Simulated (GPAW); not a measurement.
Crystal: Al2O3.

```
CELL_PARAMETERS angstrom
2.37700 1.37236 4.33000
-2.37700 1.37236 4.33000
0.00000 -2.74472 4.33000
ATOMIC_POSITIONS crystal
Al 0.85228 0.85228 0.85228
Al 0.64772 0.64772 0.64772
Al 0.14772 0.14772 0.14772
Al 0.35228 0.35228 0.35228
O 0.05640 0.44360 0.75000
O 0.75000 0.05640 0.44360
O 0.44360 0.75000 0.05640
O 0.94360 0.55640 0.25000
O 0.25000 0.94360 0.55640
O 0.55640 0.25000 0.94360
```

Base run:

```yaml
Program: GPAW 26.7.0
Functional: GLLB-SC
Potentials_or_basis: the program's PAW data sets (release 1.2.1) made for this functional
Cutoff: 800 eV
Basis: pw
k_mesh: 4 × 4 × 4
Occupations: fermi-dirac, width 0.05 eV
Spin: no spin polarisation
```

Its results: band gap on the k mesh, kohn-sham part alone 7.25 eV, direct.

The run is repeated on the same cell with these changes: functional from GLLB-SC to TB-mBJ; potentials or basis from the program's PAW data sets (release 1.2.1) made for this functional to GPAW PAW data sets for LDA (gpaw-data 1.2.1). What comes out?

Band gap on the k mesh 8.24 eV, direct.

Caveats: a model potential gives levels but no total energy.

A k mesh can miss the band edges.

Not every run made on this cell is shown here.
